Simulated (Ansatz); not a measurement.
# Li+ with GeH4: superposition error and deformation, part 2 of 2

Ansatz 0.2.0, Gaussian basis.

**11. B3LYP-D4/def2-TZVPPD**

File free-b/in.yaml:

```yaml
crystal:
  periodic: [false, false, false]
  atoms:
    - {symbol: Ge, position_ang: [-0.085542, -0.022970, 0.534461]}
    - {symbol: H, position_ang: [0.166551, 0.044977, -0.977508]}
    - {symbol: H, position_ang: [1.210206, 0.312561, 1.284587]}
    - {symbol: H, position_ang: [-0.544348, -1.437230, 0.913407]}
    - {symbol: H, position_ang: [-1.174569, 0.987813, 0.917310]}
basis:
  gaussian: {orbitals: "def2-TZVPPD.json"}
hamiltonian: {xc: {name: B3LYP}, dispersion: d4}
```

Run with:

```console
$ ansatz run in.yaml --threads 2 --pin off --events-out ev --progress --plain --max-ram 5222MiB
```

The log of the run:

```text
Functional definition: B3LYP
  name "B3LYP"
  cite "Stephens, Devlin, Chabalowski & Frisch, J. Phys. Chem. 98, 11623 (1994) doi:10.1021/j100096a001"
  cite "Becke, Phys. Rev. A 38, 3098 (1988) doi:10.1103/PhysRevA.38.3098"
  cite "Lee, Yang & Parr, Phys. Rev. B 37, 785 (1988) doi:10.1103/PhysRevB.37.785"
  cite "Vosko, Wilk & Nusair, Can. J. Phys. 58, 1200 (1980) doi:10.1139/p80-159"
  parameter a0 = 0.2
  parameter ax = 0.72
  parameter ac = 0.81
  exchange = (1 - a0 - ax)*slater_x + ax*b88_x + a0*exact_x
  correlation = (1 - ac)*vwn_rpa_c + ac*lyp_c
650 factors; their error is unknown
mean field evaluation 1: about -56583.9159 eV, gradient 1.9e1 eV
mean field evaluation 2: about -56584.1570 eV, gradient 1.8e1 eV
mean field evaluation 4: about -56584.3419 eV, gradient 3.8e-1 eV
mean field evaluation 8: about -56584.5263 eV, gradient 6.2e-4 eV
mean field -56584.52628355 eV, -2079.4429865508 hartree, gradient 1.2e-5 eV, S^2 0.000000; 0 other end points of the search recorded, 0 dependent functions left out
reference -56584.52649122 eV, -2079.4429941827 hartree; 18, 18 occupied and 104, 104 virtual orbitals, 650 factors
Total energy: -56584.59646658 eV, -2079.4455657297 hartree
```

Run time: 0.9 s. Hardware: 2 threads of Arm Neoverse V2, shared host.

**12. wB97X-V/def2-TZVPPD**

free-b/in.yaml: that of step 11 with these lines changed.

```diff
@@ -10,2 +10,2 @@
   gaussian: {orbitals: "def2-TZVPPD.json"}
-hamiltonian: {xc: {name: B3LYP}, dispersion: d4}
+hamiltonian: {xc: {name: wB97X-V}}
```

Run with:

```console
$ ansatz run in.yaml --threads 2 --pin off --events-out ev --progress --plain --max-ram 5222MiB
```

The log of the run, shortened:

```text
[... 5 set-up lines as earlier in the session ...]
[...]
      + integral(e_c_pw_opposite_spin*poly(b97_u_opposite, cos0, cos1)) + vv10(b, c)
650 factors; their error is unknown
180 factors; integrals over basis functions are off by at most 1.2e-5 eV
[...]
mean field -56577.85093979 eV, -2079.1976721924 hartree, gradient 1.8e-5 eV, S^2 0.000000; 0 other end points of the search recorded, 0 dependent functions left out
reference -56577.85093824 eV, -2079.1976721355 hartree; 18, 18 occupied and 104, 104 virtual orbitals, 650 factors
Total energy: -56577.85093824 eV, -2079.1976721355 hartree
```

Run time: 2.6 s. Hardware: 2 threads of Arm Neoverse V2, shared host.

**13. wB97M-V/def2-TZVPPD**

free-b/in.yaml: that of step 12 with these lines changed.

```diff
@@ -10,2 +10,2 @@
   gaussian: {orbitals: "def2-TZVPPD.json"}
-hamiltonian: {xc: {name: wB97X-V}}
+hamiltonian: {xc: {name: wB97M-V}}
```

Run with:

```console
$ ansatz run in.yaml --threads 2 --pin off --events-out ev --progress --plain --max-ram 5222MiB
```

The log of the run, shortened:

```text
[... 5 set-up lines as earlier in the session ...]
  # Of w^i u^j: cxij and so on, Table III.
[...]
  gx(w, u) = 1 - cx + cx01*u + cx10*w
  gss(w, u) = css00 + css04*u^4 + css10*w + css20*w^2 + css43*w^4*u^3
  gos(w, u) = cos00 + cos10*w + (cos20 + cos21*u)*w^2 + (cos60 + cos61*u)*w^6
[...]
      + integral(e_c_pw_mod_opposite_spin*gos(b97_w_opposite, b97_u_opposite)) + vv10(b, c)
650 factors; their error is unknown
180 factors; integrals over basis functions are off by at most 1.2e-5 eV
[...]
mean field -56579.32491987 eV, -2079.2518399615 hartree, gradient 8.3e-6 eV, S^2 0.000000; 0 other end points of the search recorded, 0 dependent functions left out
reference -56579.32495819 eV, -2079.2518413697 hartree; 18, 18 occupied and 104, 104 virtual orbitals, 650 factors
Total energy: -56579.32495819 eV, -2079.2518413697 hartree
```

Run time: 2.6 s. Hardware: 2 threads of Arm Neoverse V2, shared host.

**14. B2PLYP/def2-TZVPPD**

free-b/in.yaml: that of step 13 with these lines changed.

```diff
@@ -10,2 +10,2 @@
   gaussian: {orbitals: "def2-TZVPPD.json"}
-hamiltonian: {xc: {name: wB97M-V}}
+hamiltonian: {xc: {name: B2PLYP}}
```

Run with:

```console
$ ansatz run in.yaml --threads 2 --pin off --events-out ev --progress --plain --max-ram 5222MiB
```

The log of the run, shortened:

```text
[... 5 set-up lines as earlier in the session ...]
[...]
694 factors; integrals over basis functions are off by at most 6.5e-4 eV
[...]
mean field -56570.31353063 eV, -2078.9206775151 hartree, gradient 6.4e-6 eV, S^2 0.000000; 0 other end points of the search recorded, 0 dependent functions left out
9 core orbitals not correlated: weight in the atoms' cores, before any rotation towards them, 1.000 or more for the frozen orbitals, at most 0.000 for the correlated occupied ones
reference -56570.31366456 eV, -2078.9206824366 hartree; 9, 9 occupied and 104, 104 virtual orbitals, 694 factors
second order -9.30353518 eV of doubles, -0.00000000 eV of singles
Total energy: -56572.82561906 eV, -2079.0129950618 hartree
```

Run time: 1.3 s. Hardware: 2 threads of Arm Neoverse V2, shared host.

**15. BLYP-D4/def2-TZVPPD**

free-b/in.yaml: that of step 14 with these lines changed.

```diff
@@ -10,2 +10,2 @@
   gaussian: {orbitals: "def2-TZVPPD.json"}
-hamiltonian: {xc: {name: B2PLYP}}
+hamiltonian: {xc: {name: BLYP}, dispersion: d4}
```

Run with:

```console
$ ansatz run in.yaml --threads 2 --pin off --events-out ev --progress --plain --max-ram 5222MiB
```

The log of the run, shortened:

```text
Functional definition: BLYP
  name "BLYP"
[... 2 set-up lines as earlier in the session ...]
  parameter beta = 0.0042
  parameter a = 0.04918
  parameter b = 0.132
  parameter c = 0.2533
  parameter d = 0.349
  exchange = b88_x(beta = beta)
  correlation = lyp_c(a = a, b = b, c = c, d = d)
609 factors; their error is unknown
mean field evaluation 1: about -56583.1802 eV, gradient 2.8e1 eV
mean field evaluation 2: about -56583.6440 eV, gradient 3.1e1 eV
mean field evaluation 4: about -56584.2415 eV, gradient 6.3e-1 eV
mean field evaluation 8: about -56584.2387 eV, gradient 6.3e-4 eV
mean field -56584.23866488 eV, -2079.4324167599 hartree, gradient 7.4e-5 eV, S^2 0.000000; 0 other end points of the search recorded, 0 dependent functions left out
reference -56584.23893364 eV, -2079.4324266367 hartree; 18, 18 occupied and 104, 104 virtual orbitals, 609 factors
Total energy: -56584.33773503 eV, -2079.4360575206 hartree
```

Wall time 0.7 s (2 threads of Arm Neoverse V2, shared host).

**16. revPBE-D4/def2-TZVPPD**

free-b/in.yaml: that of step 15 with these lines changed.

```diff
@@ -10,2 +10,2 @@
   gaussian: {orbitals: "def2-TZVPPD.json"}
-hamiltonian: {xc: {name: BLYP}, dispersion: d4}
+hamiltonian: {xc: {name: revPBE}, dispersion: d4}
```

Run with:

```console
$ ansatz run in.yaml --threads 2 --pin off --events-out ev --progress --plain --max-ram 5222MiB
```

The log of the run, shortened:

```text
Functional definition: revPBE
  name "revPBE"
  cite "Zhang & Yang, Phys. Rev. Lett. 80, 890 (1998) doi:10.1103/PhysRevLett.80.890"
[... 1 set-up line as earlier in the session ...]
  parameter kappa = 1.245
[... 3 set-up lines as earlier in the session ...]
609 factors; their error is unknown
mean field evaluation 1: about -56577.8314 eV, gradient 2.5e1 eV
mean field evaluation 2: about -56578.1832 eV, gradient 2.7e1 eV
mean field evaluation 4: about -56578.6569 eV, gradient 5.2e-1 eV
mean field evaluation 8: about -56578.6535 eV, gradient 3.5e-4 eV
mean field -56578.65349707 eV, -2079.2271656287 hartree, gradient 6.5e-5 eV, S^2 0.000000; 0 other end points of the search recorded, 0 dependent functions left out
reference -56578.65353501 eV, -2079.2271670229 hartree; 18, 18 occupied and 104, 104 virtual orbitals, 609 factors
Total energy: -56578.80050511 eV, -2079.2325680743 hartree
```

It took 0.6 s on 2 threads of Arm Neoverse V2, shared host.

**17. B97M-V/def2-TZVPPD**

free-b/in.yaml: that of step 16 with these lines changed.

```diff
@@ -10,2 +10,2 @@
   gaussian: {orbitals: "def2-TZVPPD.json"}
-hamiltonian: {xc: {name: revPBE}, dispersion: d4}
+hamiltonian: {xc: {name: B97M-V}}
```

Run with:

```console
$ ansatz run in.yaml --threads 2 --pin off --events-out ev --progress --plain --max-ram 5222MiB
```

The log of the run, shortened:

```text
[... 5 set-up lines as earlier in the session ...]
  # Of w^i u^j: cxij and so on, Table III.
[...]
  gx(w, u) = cx00 + cx01*u + cx02*u^2 + (cx10 + cx11*u)*w
  gss(w, u) = css00 + css02*u^2 + css10*w + (css32*w^3 + css42*w^4)*u^2
  gos(w, u) = cos00 + cos01*u + cos03*u^3 + cos10*w + cos32*w^3*u^2
[...]
      + integral(e_c_pw_mod_opposite_spin*gos(b97_w_opposite, b97_u_opposite)) + vv10(b, c)
609 factors; their error is unknown
[...]
mean field -56572.57437392 eV, -2079.0037619734 hartree, gradient 2.2e-5 eV, S^2 0.000000; 0 other end points of the search recorded, 0 dependent functions left out
reference -56572.57441908 eV, -2079.0037636328 hartree; 18, 18 occupied and 104, 104 virtual orbitals, 609 factors
Total energy: -56572.57441908 eV, -2079.0037636328 hartree
```

Wall time 2.9 s (2 threads of Arm Neoverse V2, shared host).

**18. HSE06-D4/def2-TZVPPD**

free-b/in.yaml: that of step 17 with these lines changed.

```diff
@@ -10,2 +10,2 @@
   gaussian: {orbitals: "def2-TZVPPD.json"}
-hamiltonian: {xc: {name: B97M-V}}
+hamiltonian: {xc: hse06, dispersion: d4}
```

Run with:

```console
$ ansatz run in.yaml --threads 2 --pin off --events-out ev --progress --plain --max-ram 5222MiB
```

The log of the run, shortened:

```text
Functional definition: HSE06
  name "HSE06"
  cite "Heyd, Scuseria & Ernzerhof, J. Chem. Phys. 118, 8207 (2003) doi:10.1063/1.1564060"
  cite "Krukau, Vydrov, Izmaylov & Scuseria, J. Chem. Phys. 125, 224106 (2006) doi:10.1063/1.2404663"
  cite "Heyd & Scuseria, J. Chem. Phys. 120, 7274 (2004) doi:10.1063/1.1668634"
  cite "Ernzerhof & Perdew, J. Chem. Phys. 109, 3313 (1998) doi:10.1063/1.476928"
[... 2 set-up lines as earlier in the session ...]
[...]
  # The whole range is PBE's own exchange, as in plane waves. The composition of these papers is wPBEh.
[...]
662 factors; their error is unknown
67 factors; integrals over basis functions are off by at most 1.9e-6 eV
[...]
mean field -56575.71485502 eV, -2079.1191725251 hartree, gradient 6.0e-5 eV, S^2 0.000000; 0 other end points of the search recorded, 0 dependent functions left out
reference -56575.71488739 eV, -2079.1191737147 hartree; 18, 18 occupied and 104, 104 virtual orbitals, 662 factors
Total energy: -56575.74738486 eV, -2079.1203679748 hartree
```

Wall time 0.9 s (2 threads of Arm Neoverse V2, shared host).

**19. CCSD(T)/def2-TZVPPD**

free-b/in.yaml: that of step 18 with these lines changed.

```diff
@@ -10,2 +10,2 @@
   gaussian: {orbitals: "def2-TZVPPD.json"}
-hamiltonian: {xc: hse06, dispersion: d4}
+correlation: {method: ccsd_t}
```

Run with:

```console
$ ansatz run in.yaml --threads 2 --pin off --events-out ev --progress --plain --max-ram 5222MiB
```

The log of the run, shortened:

```text
[... 4 set-up lines as earlier in the session ...]
[...]
694 factors; integrals over basis functions are off by at most 6.5e-4 eV
[...]
mean field -56536.53900439 eV, -2077.6794865686 hartree, gradient 2.9e-6 eV, S^2 0.000000; 0 other end points of the search recorded, 0 dependent functions left out
9 core orbitals not correlated: weight in the atoms' cores, before any rotation towards them, 1.000 or more for the frozen orbitals, at most 0.000 for the correlated occupied ones
reference -56536.53900439 eV, -2077.6794865686 hartree; 9, 9 occupied and 104, 104 virtual orbitals, 694 factors
second order -7.64826686 eV of doubles, -0.00000000 eV of singles
cycle   1  -7.82834070 eV  change   -1.8e-1 eV  update   7.3e-2
[...]
cycle   8  -8.18976170 eV  change   -8.5e-6 eV  update   9.2e-6
perturbative correction -0.23372291 eV, -0.0085891585 hartree
Total energy: -56544.96248899 eV, -2077.9890439184 hartree
```

Wall time 2.1 s (2 threads of Arm Neoverse V2, shared host); peak memory 0.4 GiB.

**20. The split**

| method | interaction with counterpoise (kcal/mol) | without | superposition error | deformation | binding energy |
| --- | --- | --- | --- | --- | --- |
| PBE-D4 | -17.46 | -17.55 | 0.09 | 2.15 | -15.31 |
| revPBE-D4 | -17.18 | -17.27 | 0.09 | 2.15 | -15.03 |
| BLYP-D4 | -18.22 | -18.32 | 0.10 | 2.19 | -16.04 |
| r2SCAN-D4 | -15.35 | -15.44 | 0.09 | 2.41 | -12.94 |
| B97M-V | -17.64 | -17.74 | 0.10 | 2.43 | -15.21 |
| PBE0-D4 | -17.14 | -17.23 | 0.09 | 2.39 | -14.75 |
| B3LYP-D4 | -18.04 | -18.12 | 0.09 | 2.39 | -15.64 |
| HSE06-D4 | -17.16 | -17.25 | 0.08 | 2.38 | -14.78 |
| wB97X-V | -16.73 | -16.82 | 0.09 | 2.54 | -14.19 |
| wB97M-V | -16.83 | -16.96 | 0.12 | 2.50 | -14.34 |
| B2PLYP | -17.22 | -17.42 | 0.19 | 2.53 | -14.70 |
| Hartree-Fock | -16.68 | -16.78 | 0.09 | 2.86 | -13.83 |
| MP2 | -15.92 | -16.35 | 0.44 | 2.69 | -13.23 |
| CCSD | -16.02 | -16.44 | 0.42 | 2.56 | -13.46 |
| CCSD(T) | -15.90 | -16.33 | 0.43 | 2.51 | -13.39 |

**21. What came out**

The summary covers parts 1 to 2.

```
            quantity            value
interaction, CCSD(T)  -15.90 kcal/mol
 superposition error    0.43 kcal/mol
         deformation    2.51 kcal/mol
      binding energy  -13.39 kcal/mol
```

What this shows: In this basis the superposition error is 0.43 kcal/mol for CCSD(T) and 0.10 kcal/mol on average for the plain functionals: correlated methods borrow far more, since they need many more functions to converge. Deformation takes back 16 % of the interaction.
